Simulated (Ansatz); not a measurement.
# C₂H₉FGaN: a ladder of functionals and wavefunction methods

One table from this session's results is given with a row withheld; the runs are named, their logs left out.

The runs use Ansatz 0.2.0, Gaussian basis; functionals in def2-TZVPP, the program's frozen cores in correlated methods.

Levels to be run: LDA (SPW92), PBE-D4, revPBE-D4, BLYP-D4, r2SCAN-D4, B97M-V, PBE0-D4, B3LYP-D4, r2SCANh-D4, r2SCAN0-D4, HSE06-D4, BHLYP-D4, CAM-B3LYP-D4, LC-ωPBE, ωB97X-V, ωB97M-V, B2PLYP, PBE-QIDH; CCSD(T)/def2-SVP; CCSD(T)/def2-TZVPP; MP2/def2-QZVPP; extrapolation to the limit; RPA on PBE.

**The relaxed structure**

All runs share one geometry, relaxed beforehand with PBE0-D4 in a triple-zeta def2 set.

14 atoms, charge 0, spin multiplicity 1.

Atoms are counted from 1 here; the program's logs count them from 0.

Bond lengths: C1–Ga2 1.973 Å, C1–H6 1.093 Å, C1–H7 1.093 Å, C1–H8 1.093 Å, Ga2–C3 1.973 Å, Ga2–N4 2.149 Å, Ga2–F5 1.808 Å, C3–H9 1.093 Å, C3–H10 1.093 Å, C3–H11 1.094 Å, N4–H12 1.013 Å, N4–H13 1.014 Å, N4–H14 1.014 Å. Angles: Ga2–C1–H6 112.0°, Ga2–C1–H7 110.5°, Ga2–C1–H8 111.0°, H6–C1–H7 107.3°, H6–C1–H8 108.5°, H7–C1–H8 107.4°, C1–Ga2–C3 127.7°, C1–Ga2–N4 103.3°, C1–Ga2–F5 112.4°, C3–Ga2–N4 103.4°, C3–Ga2–F5 112.7°, N4–Ga2–F5 88.1°, Ga2–C3–H9 111.0°, Ga2–C3–H10 110.6°, Ga2–C3–H11 111.9°, H9–C3–H10 107.5°, H9–C3–H11 108.5°, H10–C3–H11 107.3° and more.

Set-up of the first run:

Contents of in.yaml:

```yaml
crystal:
  periodic: [false, false, false]
  atoms:
    - {symbol: C, position_ang: [-1.735797, 0.974219, -0.208289]}
    - {symbol: Ga, position_ang: [0.157464, 0.420509, -0.259668]}
    - {symbol: C, position_ang: [1.510180, 0.615076, 1.163546]}
    - {symbol: N, position_ang: [0.042689, -1.705655, -0.548700]}
    - {symbol: F, position_ang: [0.867851, 0.546477, -1.917650]}
    - {symbol: H, position_ang: [-2.264768, 0.544838, 0.646943]}
    - {symbol: H, position_ang: [-1.814555, 2.060922, -0.126592]}
    - {symbol: H, position_ang: [-2.255623, 0.676098, -1.121893]}
    - {symbol: H, position_ang: [2.461920, 0.170727, 0.862584]}
    - {symbol: H, position_ang: [1.694368, 1.670639, 1.377093]}
    - {symbol: H, position_ang: [1.189161, 0.145845, 2.097635]}
    - {symbol: H, position_ang: [-0.430892, -2.259993, 0.154748]}
    - {symbol: H, position_ang: [0.990224, -2.051724, -0.651955]}
    - {symbol: H, position_ang: [-0.425022, -1.837176, -1.439100]}
basis:
  gaussian: {orbitals: def2-TZVPP}
hamiltonian: {xc: lda}
output: {orbitals: {seedname: orbitals}}
```

The run is started by

```console
> ansatz run in.yaml --threads 4 --pin off --events-out ev --progress --plain --max-ram 11315MiB
```

Steps of the session up to this table: LDA; PBE-D4 (GGA); revPBE-D4 (GGA); BLYP-D4 (GGA); r2SCAN-D4 (meta-GGA); B97M-V (meta-GGA); PBE0-D4 (hybrid); B3LYP-D4 (hybrid); r2SCANh-D4 (hybrid); r2SCAN0-D4 (hybrid); HSE06-D4 (hybrid); BHLYP-D4 (hybrid); CAM-B3LYP-D4 (range-separated); LC-ωPBE (range-separated); ωB97X-V (range-separated); ωB97M-V (range-separated); B2PLYP (double hybrid); PBE-QIDH (double hybrid).

One table of the session follows, with a row left open; its other results are not shown here.

It belongs to the step «Orbital energies across the functionals». 

```
  functional  HOMO (eV)  gap (eV)
 LDA (SPW92)      -6.01      5.07
      PBE-D4      -5.84      4.99
   revPBE-D4      -5.77      4.98
     BLYP-D4      -5.72      4.81
   r2SCAN-D4      -6.11      6.02
      B97M-V          ?         ?
     PBE0-D4      -7.14      7.10
    B3LYP-D4      -6.92      6.50
  r2SCANh-D4      -6.60      6.74
  r2SCAN0-D4      -7.33      7.79
    HSE06-D4      -6.74      6.34
    BHLYP-D4      -8.33      8.84
CAM-B3LYP-D4      -8.51      9.19
     LC-ωPBE      -9.86     11.90
     ωB97X-V      -9.50     11.30
     ωB97M-V      -9.38     10.71
```

Q: Estimate the row for B97M-V from the others.

**Answer.** HOMO (eV): -6.18; gap (eV): 5.51. In the column «HOMO (eV)» it lies between r2SCANh-D4 (-6.60) and r2SCAN-D4 (-6.11).
